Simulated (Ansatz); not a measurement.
CsYbCl3, space group Pm-3m: cell relaxations under several functionals, run with the Ansatz DFT code, driven from Python.

`lattice_csybcl3.py`
```python
"""How the lattice of CsYbCl3 depends on the functional."""

import logging
import sys

import ansatz
import numpy as np

logging.basicConfig(stream=sys.stdout, format="%(levelname)s:%(name)s:%(message)s")
log = logging.getLogger("calc")
log.setLevel(logging.INFO)

config = {
    "k_spacing": 0.29,
    "smearing_width": 0.1,
    "tolerance": 1e-10,
    "force_tol": 0.005,
}

def edges_and_angles(cell):
    cell = np.asarray(cell)
    a, b, c = np.linalg.norm(cell, axis=1)
    cosines = cell[1] @ cell[2] / (b * c), cell[0] @ cell[2] / (a * c), cell[0] @ cell[1] / (a * b)
    return (a, b, c, *np.degrees(np.arccos(cosines)))

lattice = ansatz.Lattice.of(
    [5.425725, 0.0, 0.0],
    [0.0, 5.425725, 0.0],
    [0.0, 0.0, 5.425725],
)
sites = [
    ("Cs", [0.0, 0.0, 0.0]),
    ("Yb", [0.5, 0.5, 0.5]),
    ("Cl", [0.5, 0.5, 0.0]),
    ("Cl", [0.5, 0.0, 0.5]),
    ("Cl", [0.0, 0.5, 0.5]),
]
structure = ansatz.Crystal(lattice=lattice)
for symbol, position in sites:
    structure = structure.atom(symbol, position)

setup = (
    structure.calculation()
    .basis(41 * ansatz.Ry)
    .kpoints(spacing=config["k_spacing"])
    .occupations(ansatz.OccupationsMethod.COLD, width=config["smearing_width"])
    .scf(tolerance=config["tolerance"])
    .relax(cell=True, force_tolerance=config["force_tol"])  # relax until the tolerances are met
)

levels = [("pbesol", "none"), ("r2scan", "d4"), ("r2scan", "rvv10")]
log.info("level            a       b       c    alpha   beta  gamma  V/atom  steps")
for name, dispersion in levels:
    seen = []
    run = setup.functional(name, dispersion=dispersion).session().plan()
    outcome = run.execute(on_event=lambda e: seen.append(e) if e["event"] == "relax_step" else None)
    cell = outcome.lattice.cell_ang
    label = name if dispersion == "none" else f"{name}+{dispersion}"
    print("{:13s} {:7.4f} {:7.4f} {:7.4f} {:6.2f} {:6.2f} {:6.2f}".format(label, *edges_and_angles(cell)), f"{abs(np.linalg.det(cell)) / len(outcome.lattice.sites):7.3f} {len(seen):5d}")
```

Rank the levels of theory by the volume of the relaxed cell.

From smallest to largest: PBEsol (30.50 Å³ an atom, -4.5 % against the start), r2SCAN+RVV10 (30.80 Å³ an atom, -3.6 % against the start) and r2SCAN+D4 (31.31 Å³ an atom, -2.0 % against the start). The spread is 2.7 % in volume.

The output:

```console
$ python lattice_csybcl3.py
INFO:calc:level            a       b       c    alpha   beta  gamma  V/atom  steps
pbesol         5.3426  5.3426  5.3426  90.00  90.00  90.00  30.499     4
r2scan+d4      5.3895  5.3895  5.3895  90.00  90.00  90.00  31.309     4
r2scan+rvv10   5.3603  5.3603  5.3603  90.00  90.00  90.00  30.803     4
```

Semilocal functionals put the nearly full 4f shell of Yb too close to the Fermi level. Forces vanish by symmetry, so the ions can't move, and the end may be a saddle. The structure comes from a database of computed cells and needn't be a stable or known phase. Run time: 2.9 min on 1 thread of Arm Neoverse V1 (shared host), peak memory 1.1 GiB.

(A comment or docstring line of the script was reworded after the run, the code is as it ran.)
